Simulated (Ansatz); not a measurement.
# C2H3Cl2In: basis-set convergence

One table from this session's results is given with a row withheld; the runs are named, their logs left out.

Computed with Ansatz 0.2.0, Gaussian basis. Level: one geometry, several basis sets.

The runs, in order: PBE0-D4/def2-SVP; ωB97M-V/def2-SVP; PBE0-D4/def2-QZVPP; ωB97M-V/def2-QZVPP; the functionals' def2-TZVPP values are taken from earlier runs.

1 further run of the same task is left out (for a known fault of the program).

## Structure used throughout

The geometry comes from an earlier relaxation with PBE0-D4 in a triple-zeta def2 set; it is a stationary point, not always the lowest conformer. In takes the def2 core potential; no spin-orbit term is included.

8 atoms, charge 0, spin multiplicity 1.

Atoms are counted from 1 here; the program's logs count them from 0.

Bond lengths: C1–C2 1.328 Å, C1–H6 1.088 Å, C1–H7 1.086 Å, C2–In3 2.107 Å, C2–H8 1.086 Å, In3–Cl4 2.324 Å, In3–Cl5 2.315 Å. Angles: C2–C1–H6 121.4°, C2–C1–H7 122.6°, H6–C1–H7 116.0°, C1–C2–In3 120.2°, C1–C2–H8 120.5°, In3–C2–H8 119.3°, C2–In3–Cl4 119.4°, C2–In3–Cl5 127.3°, Cl4–In3–Cl5 113.3°.

Set-up of the first run:

in.yaml reads:

```yaml
crystal:
  periodic: [false, false, false]
  atoms:
    - {symbol: C, position_ang: [-0.219531, -0.992745, 1.166595]}
    - {symbol: C, position_ang: [0.310311, 0.160762, 0.775744]}
    - {symbol: In, position_ang: [0.099168, 0.803128, -1.219625]}
    - {symbol: Cl, position_ang: [-1.070161, -0.523450, -2.727739]}
    - {symbol: Cl, position_ang: [0.917957, 2.753797, -2.160059]}
    - {symbol: H, position_ang: [-0.121653, -1.342115, 2.192325]}
    - {symbol: H, position_ang: [-0.772305, -1.641650, 0.493455]}
    - {symbol: H, position_ang: [0.856204, 0.782273, 1.479312]}
basis:
  gaussian: {orbitals: def2-SVP}
hamiltonian: {xc: pbe0, dispersion: d4}
output: {orbitals: {seedname: orbitals}}
```

Run with:

```sh
$ ansatz run in.yaml --threads 4 --pin off --events-out ev --progress --plain --max-ram 10444MiB
```

Among the steps run: PBE0-D4 in def2-SVP; ωB97M-V in def2-SVP; PBE0-D4 in def2-QZVPP; ωB97M-V in def2-QZVPP.

One table of the session follows, with a row left open; its other results are not shown here.

```
functional       basis  HOMO (eV)  LUMO (eV)
   PBE0-D4    def2-SVP      -8.43      -1.81
   PBE0-D4  def2-TZVPP      -8.53      -1.94
   PBE0-D4  def2-QZVPP      -8.55      -1.97
   ωB97M-V    def2-SVP     -10.54       0.00
   ωB97M-V  def2-TZVPP     -10.68      -0.20
   ωB97M-V  def2-QZVPP          ?          ?
```

Estimate the missing values for ωB97M-V, def2-QZVPP.

The run gave: HOMO (eV): -10.71; LUMO (eV): -0.26. In the column «HOMO (eV)» it is the lowest.
